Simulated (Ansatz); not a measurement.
# Alloy of GaAs and GaSb (28 of 32 As sites exchanged), 64 atoms, part 2 of 2

Ansatz 0.2.0, PAW. Earlier steps stand in the parts before.

## (3) Single point with r²SCAN

Contents of in.yaml:

```yaml
crystal:
  lattice:
    - [12.109660, 0.000000, 0.000000]
    - [0.000000, 12.109660, 0.000000]
    - [0.000000, 0.000000, 12.109660]
  atoms:
    - { symbol: Ga, position: [0.999242, 0.999761, 0.999432] }
    - { symbol: Ga, position: [0.000014, 0.999944, 0.500105] }
    - { symbol: Ga, position: [0.999335, 0.499815, 0.999905] }
    - { symbol: Ga, position: [0.999762, 0.500220, 0.499494] }
    - { symbol: Ga, position: [0.499648, 0.999851, 0.000306] }
    - { symbol: Ga, position: [0.499727, 0.000306, 0.499116] }
    - { symbol: Ga, position: [0.499360, 0.499243, 0.999667] }
    - { symbol: Ga, position: [0.499595, 0.500063, 0.500326] }
    - { symbol: Ga, position: [0.257188, 0.241655, 0.993507] }
    - { symbol: Ga, position: [0.250644, 0.249323, 0.498137] }
    - { symbol: Ga, position: [0.257290, 0.757712, 0.006381] }
    - { symbol: Ga, position: [0.250471, 0.750828, 0.501704] }
    - { symbol: Ga, position: [0.741644, 0.241900, 0.006505] }
    - { symbol: Ga, position: [0.748284, 0.248870, 0.502086] }
    - { symbol: Ga, position: [0.741177, 0.757712, 0.993558] }
    - { symbol: Ga, position: [0.748551, 0.751475, 0.498007] }
    - { symbol: Ga, position: [0.257823, 0.993222, 0.241826] }
    - { symbol: Ga, position: [0.257610, 0.006203, 0.757397] }
    - { symbol: Ga, position: [0.251070, 0.498158, 0.248862] }
    - { symbol: Ga, position: [0.250921, 0.501420, 0.751146] }
    - { symbol: Ga, position: [0.742495, 0.006633, 0.242126] }
    - { symbol: Ga, position: [0.741761, 0.992977, 0.757839] }
    - { symbol: Ga, position: [0.748865, 0.502220, 0.248657] }
    - { symbol: Ga, position: [0.748741, 0.497878, 0.751026] }
    - { symbol: Ga, position: [0.001829, 0.248579, 0.248470] }
    - { symbol: Ga, position: [0.997644, 0.249171, 0.750905] }
    - { symbol: Ga, position: [0.998109, 0.751246, 0.248729] }
    - { symbol: Ga, position: [0.001093, 0.750579, 0.751015] }
    - { symbol: Ga, position: [0.506493, 0.242423, 0.242536] }
    - { symbol: Ga, position: [0.493025, 0.241370, 0.758044] }
    - { symbol: Ga, position: [0.493163, 0.757677, 0.242232] }
    - { symbol: Ga, position: [0.506363, 0.757703, 0.757617] }
    - { symbol: Sb, position: [0.128725, 0.121972, 0.122425] }
    - { symbol: Sb, position: [0.126909, 0.125008, 0.627158] }
    - { symbol: Sb, position: [0.126862, 0.626922, 0.124756] }
    - { symbol: Sb, position: [0.124795, 0.624781, 0.625250] }
    - { symbol: Sb, position: [0.622315, 0.122225, 0.629202] }
    - { symbol: Sb, position: [0.621788, 0.628789, 0.122505] }
    - { symbol: Sb, position: [0.624806, 0.627240, 0.627095] }
    - { symbol: Sb, position: [0.376500, 0.370408, 0.122780] }
    - { symbol: Sb, position: [0.375367, 0.372357, 0.627405] }
    - { symbol: Sb, position: [0.377274, 0.877124, 0.628430] }
    - { symbol: Sb, position: [0.872405, 0.372521, 0.124538] }
    - { symbol: Sb, position: [0.874491, 0.374906, 0.624728] }
    - { symbol: Sb, position: [0.870573, 0.876716, 0.122588] }
    - { symbol: Sb, position: [0.872510, 0.875286, 0.627162] }
    - { symbol: Sb, position: [0.376397, 0.123272, 0.370643] }
    - { symbol: Sb, position: [0.375146, 0.627208, 0.372842] }
    - { symbol: Sb, position: [0.376890, 0.629005, 0.877075] }
    - { symbol: Sb, position: [0.872821, 0.124865, 0.373163] }
    - { symbol: Sb, position: [0.870353, 0.122926, 0.876701] }
    - { symbol: Sb, position: [0.874471, 0.625708, 0.374596] }
    - { symbol: Sb, position: [0.871910, 0.627157, 0.875636] }
    - { symbol: Sb, position: [0.124851, 0.374808, 0.374288] }
    - { symbol: Sb, position: [0.126840, 0.372515, 0.875426] }
    - { symbol: Sb, position: [0.127175, 0.875377, 0.372496] }
    - { symbol: Sb, position: [0.128564, 0.876975, 0.876827] }
    - { symbol: Sb, position: [0.624462, 0.373415, 0.373022] }
    - { symbol: Sb, position: [0.622339, 0.370482, 0.876835] }
    - { symbol: Sb, position: [0.622788, 0.877185, 0.370415] }
    - { symbol: As, position: [0.620846, 0.121025, 0.121511] }
    - { symbol: As, position: [0.378540, 0.878353, 0.120996] }
    - { symbol: As, position: [0.378175, 0.120686, 0.878968] }
    - { symbol: As, position: [0.620519, 0.878779, 0.878781] }
  symmetry: { detect: false }
kpoints:
  mp_grid: { grid: [1, 1, 1], shift: [0.25, 0.25, 0.25] }
hamiltonian:
  xc: r2scan
scf:
  occupations: { method: fermi_dirac, width: 0.01 }
output:
  forces: true
  eigenvalues: true
  populations: true
  eigenstates: { kpoints: [[0.25, 0.25, 0.25]], e_range: [-6.0, 6.0], localisation: true }
```

The run is started by

```
$ ansatz run in.yaml --threads 4 --pin off --max-ram 61750MiB --runs-dir r --events-out ev --progress --plain --backend cuda --devices 0, --max-vram 37GiB
```

Log:

```text
Pseudopotentials: kind: paw
Functional definition: r2SCAN
  parameter k0 = 0.174
  parameter k1 = 0.065
  parameter a1 = 4.9479
  exchange = r2scan_x(k0 = k0, k1 = k1, a1 = a1)
  correlation = r2scan_c
Crystal: 64 atoms, lattice volume = 1775.807 Å³
Basis set: ecut = 500 eV, 45025 PW (Γ), exchange–correlation on 360×360×360 points (64 copies of the dense FFT grid, shifted against one another)
Bands: 538, of which v1, the nominal top of the filled ones, is band 448 counted from 1 (447 counted from 0)
Symmetry: 1 space group operations
k-points: 1
Non-local potential: Ga, projectors of the file, l = 0: 2, l = 1: 2, l = 2: 3, l = 3: 1
Non-local potential: Sb, projectors of the file, l = 0: 2, l = 1: 2, l = 2: 2, l = 3: 2
Non-local potential: As, projectors of the file, l = 0: 2, l = 1: 2, l = 2: 3, l = 3: 1
PAW form: soft (Blöchl's): semilocal exchange-correlation on the pseudo side does not see the compensation charge
PAW frozen core: Ga, regenerated for the run's functional (the file was generated under x = pbe(κ = 0.804, μ = 0.2195149727645171), c = pbe(β = 0.06672455060314922))
PAW frozen core: Sb, regenerated for the run's functional (the file was generated under x = pbe(κ = 0.804, μ = 0.2195149727645171), c = pbe(β = 0.06672455060314922))
PAW frozen core: As, regenerated for the run's functional (the file was generated under x = pbe(κ = 0.804, μ = 0.2195149727645171), c = pbe(β = 0.06672455060314922))
PAW one-centre angular grid: Ga, 590 points (default); XC on 160 Gauss nodes
PAW one-centre angular grid: Sb, 590 points (default); XC on 160 Gauss nodes
PAW one-centre angular grid: As, 590 points (default); XC on 160 Gauss nodes
Initial density: superposition of atomic densities (neutral atoms: chi_scale 0, normalization atom), corrected by the library's trained network
Initial wavefunctions: pseudopotential atomic-orbital guess
Functional: x = r2scan, c = r2scan; τ floored in thin density (d = 2e-4 eV/Å³)
SCF iter   1: F=—  HF=-322738.110849 eV  |F-HF|=—  |Δ(HF+E_count)|=         —  Δρ=8.03e-3  dr2=5.33e-1  dr2_τ=1.08e-1  ethr=1.77e-3  ⟨swp⟩=6.0  Hψ=1965  notcnv=0  defer=30
preconditioner: auto → Resta (q_TF=auto, 2.434 Å⁻¹)  ε∞=3.1  [insulator: Δε(μ)=1.017 eV  Ē_g=14.531 eV  σ=0.010 eV  W_gap=1.00  n_scr=460 (ndim 8)  ℏωp=21.1 eV  f_vac=0.089  D(μ)=0.00/eV (n_scr^D=0)  ε∞_Penn≈3.1]
SCF iter   2: F=—  HF=-322738.374023 eV  |F-HF|=—  |Δ(HF+E_count)|=   2.63e-1  Δρ=2.41e-3  dr2=5.96e-2  dr2_τ=1.42e-3  ethr=5.95e-5  ⟨swp⟩=3.0  Hψ=1077  notcnv=0  defer=85
SCF iter   3: F=—  HF=-322738.371272 eV  |F-HF|=—  |Δ(HF+E_count)|=   2.75e-3  Δρ=1.90e-3  dr2=2.99e-2  dr2_τ=2.83e-4  ethr=6.65e-6  ⟨swp⟩=2.0  Hψ=746  notcnv=0  defer=85
SCF iter   4: F=—  HF=-322738.379002 eV  |F-HF|=—  |Δ(HF+E_count)|=   7.73e-3  Δρ=7.29e-4  dr2=5.14e-3  dr2_τ=5.87e-5  ethr=3.34e-6  ⟨swp⟩=2.0  Hψ=458  notcnv=0  defer=85
SCF iter   5: F=—  HF=-322738.383204 eV  |F-HF|=—  |Δ(HF+E_count)|=   4.20e-3  Δρ=1.65e-4  dr2=3.95e-4  dr2_τ=3.82e-6  ethr=5.73e-7  ⟨swp⟩=2.0  Hψ=901  notcnv=0  defer=85
SCF iter   6: F=—  HF=-322738.372871 eV  |F-HF|=—  |Δ(HF+E_count)|=   1.03e-2  Δρ=3.59e-5  dr2=3.47e-5  dr2_τ=3.92e-7  ethr=4.41e-8  ⟨swp⟩=2.0  Hψ=901  notcnv=0  defer=85
SCF iter   7: F=—  HF=-322738.377584 eV  |F-HF|=—  |Δ(HF+E_count)|=   4.71e-3  Δρ=1.11e-5  dr2=8.18e-6  dr2_τ=7.36e-8  ethr=3.87e-9  ⟨swp⟩=2.0  Hψ=901  notcnv=0  defer=85
SCF iter   8: F=—  HF=-322738.377584 eV  |F-HF|=—  |Δ(HF+E_count)|=   5.07e-8  Δρ=4.93e-6  dr2=7.39e-7  dr2_τ=9.03e-9  ethr=9.13e-10  ⟨swp⟩=2.0  Hψ=741  notcnv=0  defer=85
SCF iter   9: F=-322738.377584 eV  HF=-322738.377584 eV  |F-HF|=1.75e-8  |Δ(HF+E_count)|=   1.66e-7  Δρ=1.88e-6  dr2=9.36e-8  dr2_τ=1.48e-9  ethr=1.12e-11  ⟨swp⟩=10.0  Hψ=3142  notcnv=0
SCF 1 converged in 9 iterations: F = -322738.377584 eV  dr2 = 9.36e-8
NSCF: frozen V_eff on 1 k-points
SCF converged after 9 iterations
Free energy (F): -322738.377584 eV
Harris-Foulkes:  -322738.377584 eV  (|F-HF|=1.75e-8)
Internal energy: -322738.377584 eV  (E = F + TS)
E sigma→0 (E₀):  -322738.377584 eV
Fermi energy:    7.916419 eV
--- Per-component energies (eV) ---
  E_band       = -9126.996865
  E_kinetic    = 9880.179950
  E_local      = -125682.579795  (includes V_loc(G=0)·N_el)
  E_nonlocal   = 21156.301337
  E_hartree    = 58632.635424
  E_xc         = -5848.486033
  E_vxc        = -5106.188076  (∫ρ·V_xc dr)
  E_paw        = -200390.788732  (= ΣΔE_a)
  E_vpaw       = -26951.911196  (= ΣTr[D̂ρ^β])
  E_aug_tail   = -0.001382  (compensation charges beyond the density's cutoff)
  E_vtau       = 311.918849  (kinetic-family band-sum trace: ∫τ·v_τ [+ j·A + Jᵃ·Aᵃ] dr)
  E_ewald      = -80473.079521
  E_core_change = -12.558831  (= ΣΔE_core)
  E_smearing   = -0.000000  (= −TS)
  E_closure    = -0.000000  (closes the sum)
  Σ components = -322738.377584   (vs F -322738.377584, Δ=0.00e0)
--- Forces (eV/Å), atoms counted from 1 ---
  atom   1  Ga    -0.00030317     0.00353602     0.00845794
  atom   2  Ga     0.00519596     0.00523646    -0.00218701
  atom   3  Ga     0.02299431     0.00998727     0.00874244
  atom   4  Ga     0.00097613     0.00120487     0.00711376
  atom   5  Ga     0.00397825     0.01309308    -0.00067559
  atom   6  Ga     0.00007582    -0.00520547     0.00627566
  atom   7  Ga    -0.00080585     0.01214031     0.01316090
  atom   8  Ga     0.00967795     0.01233668     0.00487846
  atom   9  Ga     0.00723705     0.01087950     0.00015501
  atom  10  Ga     0.00261162     0.00595931     0.01040462
  atom  11  Ga    -0.00270562    -0.00769251     0.00711909
  atom  12  Ga     0.01462501     0.00830482     0.00052681
  atom  13  Ga     0.00124965     0.00825705     0.00261938
  atom  14  Ga     0.00777727     0.00718307    -0.00370500
  atom  15  Ga     0.00731826     0.00559537     0.00728504
  atom  16  Ga     0.01098322    -0.00328813     0.01205500
  atom  17  Ga     0.00544701     0.00848472     0.01197749
  atom  18  Ga    -0.00118369     0.00796806    -0.00097554
  atom  19  Ga     0.00619633     0.01274726     0.00564001
  atom  20  Ga    -0.00092637    -0.00845129    -0.00042846
  atom  21  Ga     0.00745155     0.00339682     0.00796729
  atom  22  Ga     0.00816839     0.01755061     0.00324991
  atom  23  Ga    -0.00326140    -0.00265189     0.01181596
  atom  24  Ga     0.00001130     0.01514300     0.00692219
  atom  25  Ga    -0.00272360     0.00849521     0.01958076
  atom  26  Ga     0.01820505     0.00430751     0.00294997
  atom  27  Ga     0.01174817     0.00008935     0.00930622
  atom  28  Ga    -0.00269329     0.00374179     0.00835640
  atom  29  Ga    -0.00361931     0.01101150    -0.00527131
  atom  30  Ga     0.00397164     0.00832331    -0.00019224
  atom  31  Ga     0.00580980     0.00441699     0.00083012
  atom  32  Ga    -0.00144369     0.00115309    -0.00436436
  atom  33  Sb    -0.00448004    -0.00104790    -0.00549505
  atom  34  Sb    -0.00031155    -0.00533820     0.00218760
  atom  35  Sb    -0.00779451    -0.00336643    -0.00870205
  atom  36  Sb     0.00146313     0.00059165    -0.00445936
  atom  37  Sb    -0.00624220     0.00137375    -0.00371607
  atom  38  Sb     0.00907142    -0.00284399    -0.00607574
  atom  39  Sb    -0.00404585    -0.01167433     0.00194254
  atom  40  Sb     0.00676288    -0.00363775    -0.00673701
  atom  41  Sb    -0.01969196    -0.00150498    -0.00680014
  atom  42  Sb    -0.01179414     0.00232982     0.00767642
  atom  43  Sb     0.00073033     0.00406270    -0.00369030
  atom  44  Sb    -0.00712521    -0.01248420     0.00888023
  atom  45  Sb    -0.01426971     0.00734915    -0.01236298
  atom  46  Sb    -0.00414823    -0.00860890    -0.00680117
  atom  47  Sb     0.00234142    -0.02099637    -0.00815982
  atom  48  Sb    -0.01894758    -0.01401717    -0.00536166
  atom  49  Sb     0.00391297    -0.00297024     0.00304172
  atom  50  Sb    -0.00992055    -0.01555267    -0.01268744
  atom  51  Sb    -0.01220442    -0.01166396    -0.00230030
  atom  52  Sb    -0.00873324    -0.01300656    -0.01243554
  atom  53  Sb     0.00144385    -0.01068755    -0.01971898
  atom  54  Sb    -0.00335290    -0.01084947    -0.00026910
  atom  55  Sb    -0.01057428    -0.00076180    -0.00745746
  atom  56  Sb    -0.01901503    -0.00276301     0.00381455
  atom  57  Sb     0.00392990     0.00311915    -0.00231569
  atom  58  Sb     0.00109571    -0.02055175    -0.00855430
  atom  59  Sb     0.01083979    -0.00687203    -0.01241983
  atom  60  Sb    -0.01710356    -0.00254742    -0.00302996
  atom  61  As    -0.00764914    -0.00800488    -0.02319054
  atom  62  As     0.00064733     0.01111653    -0.01154065
  atom  63  As     0.01086314    -0.01944438    -0.00090263
  atom  64  As    -0.00779093    -0.00205082     0.00799556
  max |Σ_I F_I| component: 5.42e-5 eV/Å
--- Band table (eV) ---
  k-point 0: bands = [... 436 lower levels ..., "6.3435", "6.3464", "6.4557", "6.4567", "6.4849", "6.5636", "6.5648", "6.8495", "6.8501", "6.9273", "7.3826", "7.3831", "8.4431", "8.9387", "9.0582", "9.0588", "9.0671", "9.3004", "9.3012", "9.3582", "9.4428", "9.4443", "9.4499", "9.4767", ... 78 higher levels ...]
--- Löwdin populations: 64 sites ---
  site symbol       q [e]
     0     Ga     13.2993
     1     Ga     13.2778
     2     Ga     13.2776
     3     Ga     13.2926
     4     Ga     12.8930
     5     Ga     13.2993
     6     Ga     13.2993
     7     Ga     13.2781
     8     Ga     13.1864
     9     Ga     13.2872
    10     Ga     13.1875
    11     Ga     13.2868
    12     Ga     13.1849
    13     Ga     13.2890
    14     Ga     13.1862
    15     Ga     13.2874
    16     Ga     13.1862
    17     Ga     13.1875
    18     Ga     13.2875
    19     Ga     13.2866
    20     Ga     13.1852
    21     Ga     13.1860
    22     Ga     13.2890
    23     Ga     13.2869
    24     Ga     13.2891
    25     Ga     13.2871
    26     Ga     13.2876
    27     Ga     13.2866
    28     Ga     13.1851
    29     Ga     13.1860
    30     Ga     13.1864
    31     Ga     13.1877
    32     Sb     14.6755
    33     Sb     14.6737
    34     Sb     14.6741
    35     Sb     14.6612
    36     Sb     14.6760
    37     Sb     14.6763
    38     Sb     14.6736
    39     Sb     14.6770
    40     Sb     14.6732
    41     Sb     14.6781
    42     Sb     14.6736
    43     Sb     14.6607
    44     Sb     14.6767
    45     Sb     14.6730
    46     Sb     14.6765
    47     Sb     14.6731
    48     Sb     14.6773
    49     Sb     14.6742
    50     Sb     14.6766
    51     Sb     14.6606
    52     Sb     14.6733
    53     Sb     14.6607
    54     Sb     14.6737
    55     Sb     14.6732
    56     Sb     14.6775
    57     Sb     14.6739
    58     Sb     14.6765
    59     Sb     14.6761
    60     As     15.0267
    61     As     15.0253
    62     As     15.0257
    63     As     15.0254
  spilling = 0.001616 (of n_electrons = 896.000000)
```

Run time: 24 s. Hardware: 1 × NVIDIA H100 80GB HBM3 with 4 threads of AMD EPYC 7R13, shared host; peak host memory 4.2 GiB.

Spacing of the frontier levels at the single k point (¼, ¼, ¼): 1.06 eV (7.383 to 8.443 eV).

Frontier states and how far they spread:

| level (eV) | spin | filling | atoms sharing it | main element | its share | largest atom |
| --- | --- | --- | --- | --- | --- | --- |
| -0.53 | both | 2.00 | 46.7 | Sb | 0.58 | – |
| -0.53 | both | 2.00 | 46.8 | Sb | 0.58 | – |
| -0.46 | both | 2.00 | 50.2 | Sb | 0.60 | – |
| 0.00 | both | 2.00 | 55.2 | Sb | 0.61 | – |
| 0.00 | both | 2.00 | 55.2 | Sb | 0.61 | – |
| 1.06 | both | 0.00 | 54.4 | Ga | 0.54 | – |
| 1.56 | both | 0.00 | 47.7 | Ga | 0.52 | – |

The largest force by r²SCAN is only 0.03 eV/Å (on Ga3), so the positions lie close to this level's own in this cell.

## (4) What came out

This closing draws on all 2 parts. Changes of volume or cell count from the first structure of part 1.

| level | time | top filled to lowest empty (eV) |
| --- | --- | --- |
| PBEsol, relaxation | 36 s (GPU) | 0.68 |
| r²SCAN | 24 s (GPU) | 1.06 |

```
     quantity                                                                         value
   relaxation                                              4 recorded steps, 1.22 eV gained
largest shift                                                                 0.19 Å (Ga22)
 relaxed cell  a = 12.110 Å, b = 12.110 Å, c = 12.110 Å, α = 90.00°, β = 90.00°, γ = 90.00°
   mean bonds                                                    As–Ga 2.505, Ga–Sb 2.639 Å
```

**Reading.** The relaxation lowers the energy by 1.22 eV; the largest shift is 0.19 Å (Ga22), while the volume changes by -0.2 %. The mean lengths of the listed bonds run from As–Ga 2.51 Å to Ga–Sb 2.64 Å. No spin–orbit coupling is included; with elements this heavy it would shift the edges. With one k point the spacing samples only the states that fold onto it, so it can exceed the gap over the zone.
